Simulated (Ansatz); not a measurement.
# C₃H₈BCl: up Jacob's ladder to CCSD(T)

One table from this session's results is given with a row withheld; the runs are named, their logs left out.

Computed with Ansatz 0.2.0, Gaussian basis. Level: functionals in def2-TZVPP, the program's frozen cores in correlated methods.

Plan: PBE-D4, r2SCAN-D4, PBE0-D4, B3LYP-D4, ωB97X-V, ωB97M-V, B2PLYP; CCSD(T)/def2-TZVPP; MP2/def2-QZVPP; extrapolation to the limit.

**The relaxed structure**

All runs share one geometry, relaxed beforehand with PBE0-D4 in a triple-zeta def2 set.

SMILES `BCCCCl`, 13 atoms, charge 0, spin multiplicity 1.

Atoms are counted from 1 here; the program's logs count them from 0.

Bond lengths: B1–C2 1.546 Å, B1–H6 1.200 Å, B1–H7 1.198 Å, C2–C3 1.520 Å, C2–H8 1.097 Å, C2–H9 1.110 Å, C3–C4 1.511 Å, C3–H10 1.094 Å, C3–H11 1.097 Å, C4–Cl5 1.790 Å, C4–H12 1.091 Å, C4–H13 1.089 Å. Angles: C2–B1–H6 121.2°, C2–B1–H7 120.2°, H6–B1–H7 118.6°, B1–C2–C3 118.4°, B1–C2–H8 112.4°, B1–C2–H9 100.5°, C3–C2–H8 111.6°, C3–C2–H9 108.8°, H8–C2–H9 103.3°, C2–C3–C4 114.3°, C2–C3–H10 110.1°, C2–C3–H11 109.7°, C4–C3–H10 109.3°, C4–C3–H11 106.8°, H10–C3–H11 106.3°, C3–C4–Cl5 111.9°, C3–C4–H12 111.7°, C3–C4–H13 111.7° and more.

Set-up of the first run:

Input file in.yaml:

```yaml
crystal:
  periodic: [false, false, false]
  atoms:
    - {symbol: B, position_ang: [-0.527274, 1.869874, 0.932757]}
    - {symbol: C, position_ang: [-0.620630, 0.542876, 0.145461]}
    - {symbol: C, position_ang: [0.542483, -0.432404, 0.230195]}
    - {symbol: C, position_ang: [0.459109, -1.586886, -0.741679]}
    - {symbol: Cl, position_ang: [0.536555, -1.033958, -2.441855]}
    - {symbol: H, position_ang: [0.527394, 2.286661, 1.324040]}
    - {symbol: H, position_ang: [-1.506350, 2.538235, 1.103600]}
    - {symbol: H, position_ang: [-1.582838, 0.037211, 0.290866]}
    - {symbol: H, position_ang: [-0.689833, 0.927953, -0.892910]}
    - {symbol: H, position_ang: [1.487840, 0.097234, 0.080962]}
    - {symbol: H, position_ang: [0.588455, -0.867514, 1.235982]}
    - {symbol: H, position_ang: [-0.480937, -2.130735, -0.641063]}
    - {symbol: H, position_ang: [1.286525, -2.283347, -0.611458]}
basis:
  gaussian: {orbitals: def2-TZVPP}
hamiltonian: {xc: pbe, dispersion: d4}
output: {forces: true, orbitals: {seedname: orbitals}}
```

The run is started by

```
> ansatz run in.yaml --threads 4 --pin off --events-out ev --progress --plain --max-ram 10444MiB
```

Among the steps run: PBE-D4 (GGA); r2SCAN-D4 (meta-GGA); PBE0-D4 (hybrid); B3LYP-D4 (hybrid); ωB97X-V (range-separated); ωB97M-V (range-separated); B2PLYP (double hybrid); CCSD(T) in def2-TZVPP; MP2 in def2-QZVPP.

One of the session's tables, all rows but one given; the rest of the session is left out.

| method | atomisation energy (kJ/mol) |
| --- | --- |
| PBE-D4 | 4925.2 |
| r2SCAN-D4 | 4861.2 |
| PBE0-D4 | 4878.4 |
| B3LYP-D4 | 4843.9 |
| ωB97X-V | 4849.9 |
| ωB97M-V | 4859.9 |
| B2PLYP | ? |
| HF/def2-TZVPP | 3697.4 |
| MP2/def2-TZVPP | 4784.3 |
| CCSD/def2-TZVPP | 4669.3 |
| CCSD(T)/def2-TZVPP | 4726.4 |
| MP2/CBS | 4887.3 |
| CCSD(T)/CBS | 4829.4 |

Estimate the missing values for B2PLYP.

As computed: atomisation energy (kJ/mol): 4794.0. In the column «atomisation energy (kJ/mol)» it lies between MP2/def2-TZVPP (4784.3) and CCSD(T)/CBS (4829.4).
